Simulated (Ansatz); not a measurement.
# LaCoPO (P4/nmm): from the first guess to the electronic structure

What volume does LaCoPO (P4/nmm) take, and is it a metal or an insulator at this level? The pressure is brought towards zero step by step, and the electronic structure follows.

Program: Ansatz 0.2.0. Level of theory: DFT PBE+U (U_eff = 3.3 eV on Co 3d), scalar-relativistic, plane waves, PAW. These are calculated values, not measurements.

**1. The starting structure**

Symmetry: P4/nmm, No. 129, tetragonal system. The conventional cell has a = 3.991 Å, b = 3.991 Å, c = 8.265 Å, α = 90.00°, β = 90.00°, γ = 90.00°. La (site symmetry 4mm) is surrounded by 4 O at 2.36 Å. Co (site symmetry -4m2) is surrounded by 4 P at 2.22 Å. P (site symmetry 4mm) has 4 Co at 2.22 Å as nearest neighbours. O (site symmetry -4m2) is surrounded by 4 La at 2.36 Å.

Structure file:

```
CELL_PARAMETERS angstrom
3.99126 0.00000 0.00000
0.00000 3.99126 0.00000
0.00000 0.00000 8.26493
ATOMIC_POSITIONS crystal
La 0.00000 0.50000 0.84687
La 0.50000 0.00000 0.15313
Co 0.50000 0.50000 0.50000
Co 0.00000 0.00000 0.50000
P 0.50000 0.00000 0.61837
P 0.00000 0.50000 0.38163
O 0.00000 0.00000 0.00000
O 0.50000 0.50000 0.00000
```

Starting moments: Co 3.00 μB.

**2. A coarse mesh, to find the state of the open shells**

input.yaml reads:

```yaml
crystal:
  lattice:
    - [3.991256, 0.0, 0.0]
    - [0.0, 3.991256, 0.0]
    - [0.0, 0.0, 8.264926]
  atoms:
    - { symbol: La, position: [0.0, 0.5, 0.846868] }
    - { symbol: La, position: [0.5, 0.0, 0.153132] }
    - { symbol: Co, position: [0.5, 0.5, 0.5], spin: 3.0 }
    - { symbol: Co, position: [0.0, 0.0, 0.5], spin: 3.0 }
    - { symbol: P, position: [0.5, 0.0, 0.618369] }
    - { symbol: P, position: [0.0, 0.5, 0.381631] }
    - { symbol: O, position: [0.0, 0.0, 0.0] }
    - { symbol: O, position: [0.5, 0.5, 0.0] }
basis:
  ecutwfc: 420
  ecutrho_ratio: 4
kpoints:
  mp_grid: { grid: [4, 4, 2] }
hamiltonian:
  xc: pbe
  hubbard: { sites: [{ species: Co, l: d, u_eff: 3.3 }] }
scf:
  occupations: { method: gaussian, width: 0.05 }
output:
  forces: true
  stress: true
  eigenvalues: true
  populations: true
  hubbard: { sites: [{ species: La, l: f }, { species: Co, l: d }] }
magnetization:
  spin_polarized: true
```

Started as:

```
$ ansatz run input.yaml --threads 4 --pin off --max-ram 10240MiB --backend cpu --events-out ev --progress --plain --runs-dir out
```

The log of the run, shortened:

```text
Warning: RAYON_NUM_THREADS=4 ignored (pool sized by the plan → 4); use --threads N
La: projections on atomic orbitals take those of the free atom [Kr 4d10] 4f0 5s2 5p6 5d1 6s2, of charge +0.00 (hamiltonian.pseudopotentials.projection_atoms); the dataset's partial waves leave at most 1.9e-5 of an orbital's norm unspanned inside its sphere
Co: projections on atomic orbitals take those of the free atom [Ne] 3s2 3p6 3d7 4s2, of charge +0.00 (hamiltonian.pseudopotentials.projection_atoms); the dataset's partial waves leave at most 1.4e-6 of an orbital's norm unspanned inside its sphere
[...]
  Co2 d_3D: site group D2d (-42m)
  Co2 d_3D up     Tr n = 4.4041  λ = 0.816 0.862 0.862 0.912 0.953  [x2-y2 1.00 B2(1.00) | 2× xz 0.50 E(1.00) | z2 1.00 A1(1.00) | xy 1.00 B1(1.00)]
  Co2 d_3D dn     Tr n = 3.6420  λ = 0.393 0.744 0.833 0.833 0.839  [xy 1.00 B1(1.00) | x2-y2 1.00 B2(1.00) | 2× xz 0.50 E(1.00) | z2 1.00 A1(1.00)]
  Co3 d_3D: site group D2d (-42m)
  Co3 d_3D up     Tr n = 4.4041  λ = 0.816 0.862 0.862 0.912 0.953  [x2-y2 1.00 B2(1.00) | 2× xz 0.50 E(1.00) | z2 1.00 A1(1.00) | xy 1.00 B1(1.00)]
  Co3 d_3D dn     Tr n = 3.6420  λ = 0.393 0.744 0.833 0.833 0.839  [xy 1.00 B1(1.00) | x2-y2 1.00 B2(1.00) | 2× xz 0.50 E(1.00) | z2 1.00 A1(1.00)]
  Tr n, λ and their labels are of the run-group-symmetrised matrices; stabiliser: 16 of 32 elements of G0×{1,Θ} (closed), max defect 2.1e-15 at τ = 2.9e-4
```

Run time: 42 s. Hardware: 4 threads of Arm Neoverse V1, shared host; peak memory 0.75 GiB.

Result: volume 16.458 Å³/atom, pressure 0.95 GPa, a metal on this mesh, moments in the atoms' spheres Co 0.77 μB.

**3. The same volume on a finer mesh (PBE+U, 6×6×4 mesh)**

Changes to input.yaml since step 2:

```diff
@@ -18,3 +18,3 @@
 kpoints:
-  mp_grid: { grid: [4, 4, 2] }
+  mp_grid: { grid: [6, 6, 4] }
 hamiltonian:
@@ -24,2 +24,3 @@
   occupations: { method: gaussian, width: 0.05 }
+  lower_state_search: "off"
 output:
@@ -32 +33,7 @@
   spin_polarized: true
+checkpoint:
+  read: start.run
+  write: ck
+  compress: false
+  write_wavefunctions: false
+  write_every: 100000
```

It reads its starting density from start.run, saved by an earlier run on this cell.

Started as:

```
$ ansatz run input.yaml --threads 4 --pin off --max-ram 10240MiB --backend cpu --events-out ev --progress --plain --runs-dir out
```

The log of the run, shortened:

```text
Warning: RAYON_NUM_THREADS=4 ignored (pool sized by the plan → 4); use --threads N
La: projections on atomic orbitals take those of the free atom [Kr 4d10] 4f0 5s2 5p6 5d1 6s2, of charge +0.00 (hamiltonian.pseudopotentials.projection_atoms); the dataset's partial waves leave at most 1.9e-5 of an orbital's norm unspanned inside its sphere
[...]
  Co3 d_3D: site group D2d (-42m)
  Co3 d_3D up     Tr n = 4.3917  λ = 0.788 0.869 0.869 0.906 0.961  [x2-y2 1.00 B2(1.00) | 2× xz 0.50 E(1.00) | z2 1.00 A1(1.00) | xy 1.00 B1(1.00)]
  Co3 d_3D dn     Tr n = 3.6546  λ = 0.388 0.760 0.835 0.835 0.838  [xy 1.00 B1(1.00) | x2-y2 1.00 B2(1.00) | 3× z2 0.33 E(0.67)]
  Tr n, λ and their labels are of the run-group-symmetrised matrices; stabiliser: 16 of 32 elements of G0×{1,Θ} (closed), max defect 2.1e-15 at τ = 6.8e-4
```

Run time: 14 s. Hardware: 4 threads of Arm Neoverse V1, shared host; peak memory 0.88 GiB.

Read off: volume 16.458 Å³/atom, pressure 1.00 GPa, metallic, moments in the atoms' spheres Co 0.75 μB.

**4. Shape and atoms relaxed at this volume (PBE+U, 6×6×4 mesh)**

Changes to input.yaml since step 3:

```diff
@@ -8,4 +8,4 @@
     - { symbol: La, position: [0.5, 0.0, 0.153132] }
-    - { symbol: Co, position: [0.5, 0.5, 0.5], spin: 3.0 }
-    - { symbol: Co, position: [0.0, 0.0, 0.5], spin: 3.0 }
+    - { symbol: Co, position: [0.5, 0.5, 0.5], spin: 0.82 }
+    - { symbol: Co, position: [0.0, 0.0, 0.5], spin: 0.82 }
     - { symbol: P, position: [0.5, 0.0, 0.618369] }
@@ -30,5 +30,8 @@
   populations: true
-  hubbard: { sites: [{ species: La, l: f }, { species: Co, l: d }] }
 magnetization:
   spin_polarized: true
+relax:
+  f_tol: 0.04
+  max_steps: 40
+  cell: { stress_tol: 0.4, fix: [volume] }
 checkpoint:
```

The run starts from a saved state of the same cell, the folder start.run.

Started as:

```
$ ansatz run input.yaml --threads 4 --pin off --max-ram 10240MiB --backend cpu --events-out ev --progress --plain --runs-dir out
```

The log of the run:

```text
Warning: checkpoint.read: spin seed differs: saved 7771a3237de4…, current bb199ea8a84e…; the loaded state replaces the seed-built initial guess (but the starting_ns of a DFT+U solve that opens without the state's occupation matrices), so the run may converge into the producing seed's basin, or, where the symmetry group that follows from this deck's starting moments and starting_ns does not hold the saved magnetisation, lose that magnetisation at its first build. Where atoms have moved since the state was saved, this difference can also decide whether moments are moved with them. A self-consistent run of this deck without the state starts from its starting moments and, under a DFT+U term, its starting_ns
Warning: RAYON_NUM_THREADS=4 ignored (pool sized by the plan → 4); use --threads N
La: projections on atomic orbitals take those of the free atom [Kr 4d10] 4f0 5s2 5p6 5d1 6s2, of charge +0.00 (hamiltonian.pseudopotentials.projection_atoms); the dataset's partial waves leave at most 1.9e-5 of an orbital's norm unspanned inside its sphere
Co: projections on atomic orbitals take those of the free atom [Ne] 3s2 3p6 3d7 4s2, of charge +0.00 (hamiltonian.pseudopotentials.projection_atoms); the dataset's partial waves leave at most 1.4e-6 of an orbital's norm unspanned inside its sphere
P: projections on atomic orbitals take those of the free atom [Ne] 3s2 3p3, of charge +0.00 (hamiltonian.pseudopotentials.projection_atoms); the dataset's partial waves leave at most 1.0e-7 of an orbital's norm unspanned inside its sphere
O: projections on atomic orbitals take those of the free atom [He] 2s2 2p4, of charge +0.00 (hamiltonian.pseudopotentials.projection_atoms); the dataset's partial waves leave at most 1.9e-8 of an orbital's norm unspanned inside its sphere
Engine: ansatz 0.2.0, aarch64-unknown-linux-gnu
Pseudopotentials: kind: paw
Pseudopotential: La, paw, valence charge 11, recommended cutoff 420 eV (normal), La.paw.azcp
Pseudopotential: Co, paw, valence charge 17, recommended cutoff 420 eV (normal), Co.paw.azcp
Pseudopotential: P, paw, valence charge 5, recommended cutoff 420 eV (normal), P.paw.azcp
Pseudopotential: O, paw, valence charge 6, recommended cutoff 420 eV (normal), O.paw.azcp
Functional definition: PBE
  parameter kappa = 0.804
  parameter beta = 0.06672455060314922
  exchange = pbe_x(kappa = kappa, mu = beta*pi^2/3)
  correlation = pbe_c(beta = beta)
Crystal: 8 atoms, lattice volume = 131.661 Å³
Basis set: ecut = 420 eV, 2595 PW (Γ), exchange–correlation on 54×54×120 points (8 copies of the dense FFT grid, shifted against one another)
Bands: 48, of which v1, the nominal top of the filled ones, is band 39 counted from 1 (38 counted from 0)
Symmetry: 16 space group operations
Space group: P4/nmm (ITA 129), of the structure as read, at distance tolerance 5.1e-5 Å
Magnetic group: BNS 129.411 (UNI 1071), of the structure as read, at distance tolerance 5.1e-5 Å
k-points: 30 of 144
Non-local potential: La, projectors of the file, l = 0: 3, l = 1: 2, l = 2: 2, l = 3: 3
Non-local potential: Co, projectors of the file, l = 0: 3, l = 1: 2, l = 2: 3, l = 3: 1
Non-local potential: P, projectors of the file, l = 0: 2, l = 1: 2, l = 2: 2
Non-local potential: O, projectors of the file, l = 0: 2, l = 1: 2, l = 2: 1
PAW form: soft (Blöchl's): semilocal exchange-correlation on the pseudo side does not see the compensation charge
PAW one-centre angular grid: La, 590 points (default); XC on 64 Gauss nodes
PAW one-centre angular grid: Co, 590 points (default); XC on 64 Gauss nodes
PAW one-centre angular grid: P, 110 points (default); XC on 64 Gauss nodes
PAW one-centre angular grid: O, 110 points (default); XC on 64 Gauss nodes
Initial density: read from a saved state, or passed on in memory by an earlier SCF of this step, an earlier step, the calling program or the single point that the run made first
Stability of the state it starts from, as read at its close in the collinear treatment: not read negative (Ritz values of 1 − χ₀K, real part plus size of imaginary part, from 0.52 to 0.59, by its mixing steps under the symmetry group of the SCF that read it); its run was given moments
Starting moments: Σ|m| = 1.64 μB on 2 of 8 sites; this step starts from the density that it was given
Initial wavefunctions: pseudopotential atomic-orbital guess
Functional: x = pbe(κ = 0.804, μ = 0.2195149727645171), c = pbe(β = 0.06672455060314922)
iter 1 solved again at ethr=9.10e-7 eV; its pass at ethr=3.10e-3 eV (dr2=7.10e-4 eV) is discarded
SCF iter   1: F=—  HF=-25404.800241 eV  |F-HF|=—  |Δ(HF+E_count)|=         —  Δρ=2.02e-6 (↑2.02e-6 ↓1.85e-6)  dr2=1.24e-8  dr2_m=3.47e-10  M=1.413 μB ∫|m|=1.681 μB  β_m=0.30  ethr=9.10e-7  ⟨swp⟩=3.8  Hψ=20997  notcnv=0
eigensolver tolerance schedule: the retry pair's looser diagonalisation over-reported the residual by 57286.42 of it (diagonalisation noise at an unbounded share of the residual, at the tolerance the schedule requests for it); recorded, not acted on — ethr = c·dr2/N_el stays at c = 1.0e-1
preconditioner: auto → Kerker (q_TF=auto, 2.500 Å⁻¹)  [metal: Δε(μ)=0.059 eV  Ē_g=9.518 eV  σ=0.050 eV  W_gap=0.49  n_scr=38 (ndim 8)  ℏωp=24.6 eV  f_vac=0.000  D(μ)=1.05/eV (n_scr^D=2)]
spin=Collinear: Kerker preconditioning applied to the charge; magnetization (m = ρ↑ − ρ↓) channel mixes plain (no charge-response kernel on spin).
SCF iter   2: F=—  HF=-25404.800244 eV  |F-HF|=—  |Δ(HF+E_count)|=   2.99e-6  Δρ=1.36e-6 (↑4.84e-7 ↓1.36e-6)  dr2=2.87e-9  dr2_m=4.62e-10  M=1.413 μB ∫|m|=1.681 μB  β_m=0.29  ethr=1.59e-11  ⟨swp⟩=13.0  Hψ=16622  notcnv=0
SCF iter   3: F=-25404.800244 eV  HF=-25404.800244 eV  |F-HF|=2.33e-10  |Δ(HF+E_count)|=  1.16e-10  Δρ=7.43e-7 (↑3.91e-7 ↓7.43e-7)  dr2=5.23e-10  dr2_m=2.99e-10  M=1.413 μB ∫|m|=1.681 μB  ethr=3.68e-12  ⟨swp⟩=1.0  Hψ=6122  notcnv=0
SCF 1 converged in 3 iterations: F = -25404.800244 eV  dr2 = 5.23e-10
relax step   1: F+E_penalty+E_count = -25404.80024358 eV  Δ(F+E_penalty+E_count) = +0.000e0 eV  max|allowed force component| = 1.066e-1 eV/Å  Δτ_max = 0.0000 Å  P = +1.005 GPa  Ω = 131.661 Å³  fix = [volume]  reactions: volume +1.005 GPa  (3 SCF iters, dr2 threshold 1.00e-7 eV, accepted)
[... 13 lines left out ...]
relax step   2: F+E_penalty+E_count = -25404.80193045 eV  Δ(F+E_penalty+E_count) = -1.687e-3 eV  max|allowed force component| = 1.581e-1 eV/Å  Δτ_max = 0.0110 Å  P = +1.090 GPa  Ω = 131.661 Å³  energy of the carried Pulay correction = -1.424e-16 eV  fix = [volume]  reactions: volume +1.090 GPa  (6 SCF iters, dr2 threshold 8.00e-7 eV, accepted)
[... 11 lines left out ...]
relax step   3: F+E_penalty+E_count = -25404.80339917 eV  Δ(F+E_penalty+E_count) = -1.469e-3 eV  max|allowed force component| = 8.670e-3 eV/Å  Δτ_max = 0.0073 Å  P = +0.798 GPa  Ω = 131.661 Å³  fix = [volume]  reactions: volume +0.798 GPa  (7 SCF iters, dr2 threshold 8.00e-7 eV, accepted)
[... 12 lines left out ...]
relax step   4: F+E_penalty+E_count = -25404.80349251 eV  Δ(F+E_penalty+E_count) = -9.333e-5 eV  max|allowed force component| = 8.809e-3 eV/Å  Δτ_max = 0.0000 Å  P = +0.798 GPa  Ω = 131.661 Å³  fix = [volume]  reactions: volume +0.798 GPa  stress off target by 4.71e-3 GPa on what of the cell is left free  SCF on the basis re-selected at this cell (its energy is not comparable with the rows above)  (6 SCF iters)
basis re-selected at this cell: Δ(F+E_penalty+E_count) = -9.333e-5 eV, ΔP = -0.000 GPa vs the last step (what re-selecting the basis moved, of the pressure what is left beyond the Pulay correction that the steps carried, after the strain that the cell walked since its last selection, with what the two solves' SCF thresholds leave and, on support functions, any second-order correction that the steps lacked; it is no measure of the basis error at this ecutwfc). This SCF's stress stands 4.71e-3 GPa from its target on what of the cell is left free (relax.cell.stress_tol is 4.00e-1 GPa) and its largest allowed force component is 8.81e-3 eV/Å (relax.f_tol is 4.00e-2 eV/Å): within both
SCF converged after 6 iterations
Magnetization: 1.4146 μB (39.7073 up, 38.2927 down)
Absolute magnetization: 1.6927 μB (∫|ρ↑−ρ↓|, with the PAW one-centre terms)
Spin contamination: 0.0774 ħ² per cell (⟨S²⟩ above its minimum at these occupations)
Per-site moments (μB) at R_I (Å): [(-0.000881489197163688, 0.9744042094253724), (-0.0008814891971637066, 0.9744042094253724), (0.7515434827372883, 0.9193537387010611), (0.7515434827372885, 0.9193537387010611), (-0.013165225740237527, 0.9193537387010613), (-0.013165225740237482, 0.9193537387010611), (-0.0011689299078398345, 0.9744042094253724), (-0.0011689299078398378, 0.9744042094253724)]
Free energy (F): -25404.803493 eV
Harris-Foulkes:  -25404.803493 eV  (|F-HF|=2.18e-10)
Internal energy: -25404.802249 eV  (E = F + TS)
E sigma→0 (E₀):  -25404.802871 eV
Entropy (-TS):   -0.001243 eV (-0.155 meV/atom)
Fermi energy:    12.058266 eV
--- Per-component energies (eV) ---
  E_band       = -663.750248
  E_kinetic    = 1795.354865
  E_local      = -10630.606412  (includes V_loc(G=0)·N_el)
  E_nonlocal   = 1275.697119
  E_hartree    = 4571.875533
  E_xc         = -871.424881
  E_vxc        = -1020.943043  (∫ρ·V_xc dr)
  E_hubbard    = 4.449022  (on-site DFT+U / exact-exchange correction)
  E_vhub       = -17.644909  (the Hubbard potential's part of the band-sum identity)
  E_paw        = -15328.698206  (= ΣΔE_a)
  E_vpaw       = -1209.361297  (= ΣTr[D̂ρ^β])
  E_aug_tail   = 0.005042  (compensation charges beyond the density's cutoff)
  E_ewald      = -6221.454331
  E_smearing   = -0.001243  (= −TS)
  E_closure    = -0.000000  (closes the sum)
  Σ components = -25404.803493   (vs F -25404.803493, Δ=0.00e0)
--- Forces (eV/Å), atoms counted from 1 ---
  atom   1  La     0.00000000     0.00000000    -0.00138280
  atom   2  La     0.00000000     0.00000000     0.00138280
  atom   3  Co     0.00000000     0.00000000    -0.00000000
  atom   4  Co     0.00000000     0.00000000     0.00000000
  atom   5  P      0.00000000     0.00000000     0.00880880
  atom   6  P      0.00000000     0.00000000    -0.00880880
  atom   7  O      0.00000000     0.00000000     0.00000000
  atom   8  O      0.00000000     0.00000000    -0.00000000
  max |Σ_I F_I| component: 8.15e-17 eV/Å
--- Stress (GPa, compression-positive) ---
        0.800613       0.000000       0.000000
        0.000000       0.800613       0.000000
        0.000000       0.000000       0.793554
  P = ⅓ Tr σ = 0.7983 GPa (7.983 kbar)
--- Band table (eV; the first three rows and the last of 60) ---
  k-point 0 ↑: bands = ["-82.3676", "-82.3605", "-46.0610", "-46.0610", "-46.0187", "-46.0187", "-44.9928", "-44.9839", "-19.8001", "-19.5780", "-7.1359", "-5.7478", "-3.6531", "-3.6531", "-3.2789", "-3.1811", "-3.1811", "-2.0201", "0.2095", "1.8485", "6.9355", "7.4348", "7.5819", "7.5989", "7.7631", "7.7631", "7.9347", "7.9347", "8.2004", "8.6206", "8.6206", "9.3700", "9.3700", "9.8612", "10.0883", "10.2678", "10.9603", "10.9603", "11.3361", "13.8821", "13.9563", "14.2918", "14.2918", "14.3649", "14.8836", "14.9891", "15.1554", "15.1554"]
[... 3 lines left out ...]
Occupation matrices written to <dir>
--- Relaxed structure (3 steps of the walk, 3 accepted, 1 SCFs on fresh bases) ---
  F+E_penalty+E_count = -25404.80349251 eV   max|allowed force component| = 8.809e-3 eV/Å   (the final SCF, on the basis selected at the relaxed cell)
  cell:  # Å, volume = 131.6613 Å³
    - [4.003007191929063, -7.673039094274858e-35, 0.0]
    - [-7.673039094274858e-35, 4.003007191929063, 0.0]
    - [0.0, 0.0, 8.216472339665858]
  atoms:
    - { symbol: La, position: [6.182509318485574e-35, 0.5, 0.8473109366152498] }
    - { symbol: La, position: [0.5, -1.3194379643109458e-35, 0.15268906338475025] }
    - { symbol: Co, position: [0.5, 0.5, 0.5] }
    - { symbol: Co, position: [1.3571361918626872e-35, 7.916627785865676e-36, 0.5] }
    - { symbol: P, position: [0.5, -1.1309468265522411e-36, 0.6193253056890009] }
    - { symbol: P, position: [-2.2618936531044785e-35, 0.5, 0.38067469431099926] }
    - { symbol: O, position: [-7.087266779727366e-35, 4.900769581726371e-36, 3.9354333208264816e-20] }
    - { symbol: O, position: [0.5, 0.5, 3.9354333208264816e-20] }
--- Löwdin populations: 8 sites ---
  site symbol       q [e]    m [muB]
     0     La     10.3356    -0.0068
     1     La     10.3356    -0.0068
     2     Co     16.6306     0.7453
     3     Co     16.6306     0.7453
     4      P      5.2702    -0.0014
     5      P      5.2702    -0.0014
     6      O      6.4782    -0.0011
     7      O      6.4782    -0.0011
  spilling = 0.007322 (of n_electrons = 78.000000)
```

Wall time 42 s (4 threads of Arm Neoverse V1, shared host); peak memory 0.9 GiB.

Relaxation path:

```csv
step,energy from step 1 (meV/atom),largest force component (eV/Å),pressure (GPa),volume (Å³/atom)
1,0.0,0.107,1.00,16.458
2,-0.2,0.158,1.09,16.458
3,-0.4,0.009,0.80,16.458
4,-0.4,0.009,0.80,16.458
```

Step 1 is the start. Step 4 repeats the geometry before it on a plane-wave basis chosen anew for the final cell, which leaves the energy as it was. The run keeps the 16 symmetry operations that it found, so it can't reach a distortion that breaks them.

In short: volume 16.458 Å³/atom, pressure 0.80 GPa, no gap, moments in the atoms' spheres Co 0.75 μB.

**5. Next volume: 16.545 Å³/atom, shape and atoms relaxed (PBE+U, 6×6×4 mesh)**

input.yaml reads:

```yaml
crystal:
  lattice:
    - [4.0100956142, 0.0, 0.0]
    - [0.0, 4.0100956142, 0.0]
    - [0.0, 0.0, 8.2310218577]
  atoms:
    - { symbol: La, position: [0.0, 0.5, 0.8473109366] }
    - { symbol: La, position: [0.5, 0.0, 0.1526890634] }
    - { symbol: Co, position: [0.5, 0.5, 0.5], spin: 0.83 }
    - { symbol: Co, position: [0.0, 0.0, 0.5], spin: 0.83 }
    - { symbol: P, position: [0.5, 0.0, 0.6193253057] }
    - { symbol: P, position: [0.0, 0.5, 0.3806746943] }
    - { symbol: O, position: [0.0, 0.0, 0.0] }
    - { symbol: O, position: [0.5, 0.5, 0.0] }
basis:
  ecutwfc: 420
  ecutrho_ratio: 4
kpoints:
  mp_grid: { grid: [6, 6, 4] }
hamiltonian:
  xc: pbe
  hubbard:
    sites:
      - { species: Co, l: d, u_eff: 3.3, starting_ns: start.occupation_matrices }
    ns_hold: { iters: 6 }
scf:
  occupations: { method: gaussian, width: 0.05 }
  lower_state_search: "off"
output:
  forces: true
  stress: true
  eigenvalues: true
  populations: true
magnetization:
  spin_polarized: true
relax:
  f_tol: 0.01
  max_steps: 40
  cell: { stress_tol: 0.1, fix: [volume] }
```

start.occupation_matrices holds the open shells' occupation matrices from the neighbouring geometry.

Started as:

```
$ ansatz run input.yaml --threads 4 --pin off --max-ram 10240MiB --backend cpu --events-out ev --progress --plain --runs-dir out
```

The log of the run, shortened:

```text
Warning: RAYON_NUM_THREADS=4 ignored (pool sized by the plan → 4); use --threads N
La: projections on atomic orbitals take those of the free atom [Kr 4d10] 4f0 5s2 5p6 5d1 6s2, of charge +0.00 (hamiltonian.pseudopotentials.projection_atoms); the dataset's partial waves leave at most 1.9e-5 of an orbital's norm unspanned inside its sphere
[...]
    - { symbol: O, position: [0.49999999999999994, 0.49999999999999994, 6.586072733309834e-21] }
--- Löwdin populations: 8 sites ---
  site symbol       q [e]    m [muB]
     0     La     10.3285    -0.0074
     1     La     10.3285    -0.0074
     2     Co     16.6299     0.7467
     3     Co     16.6299     0.7467
     4      P      5.2754    -0.0028
     5      P      5.2754    -0.0028
     6      O      6.4806    -0.0011
     7      O      6.4806    -0.0011
  spilling = 0.007323 (of n_electrons = 78.000000)
```

Run time: 61 s. Hardware: 4 threads of Arm Neoverse V1, shared host; peak memory 0.91 GiB.

Relaxation path:

| step | energy from step 1 (meV/atom) | largest force component (eV/Å) | pressure (GPa) | volume (Å³/atom) |
| --- | --- | --- | --- | --- |
| 1 | 0.0 | 0.060 | 0.11 | 16.545 |
| 2 | 0.1 | 0.153 | 0.45 | 16.545 |
| 3 | 0.0 | 0.008 | 0.24 | 16.545 |
| 4 | 0.0 | 0.008 | 0.24 | 16.545 |

Step 1 is the start. Step 2 was tried and not accepted. Step 4 repeats the geometry before it on a plane-wave basis chosen anew for the final cell, which leaves the energy as it was.

In short: volume 16.545 Å³/atom, pressure 0.24 GPa, metallic, moments in the atoms' spheres Co 0.75 μB.

(Part 1 of 3 ends here.)
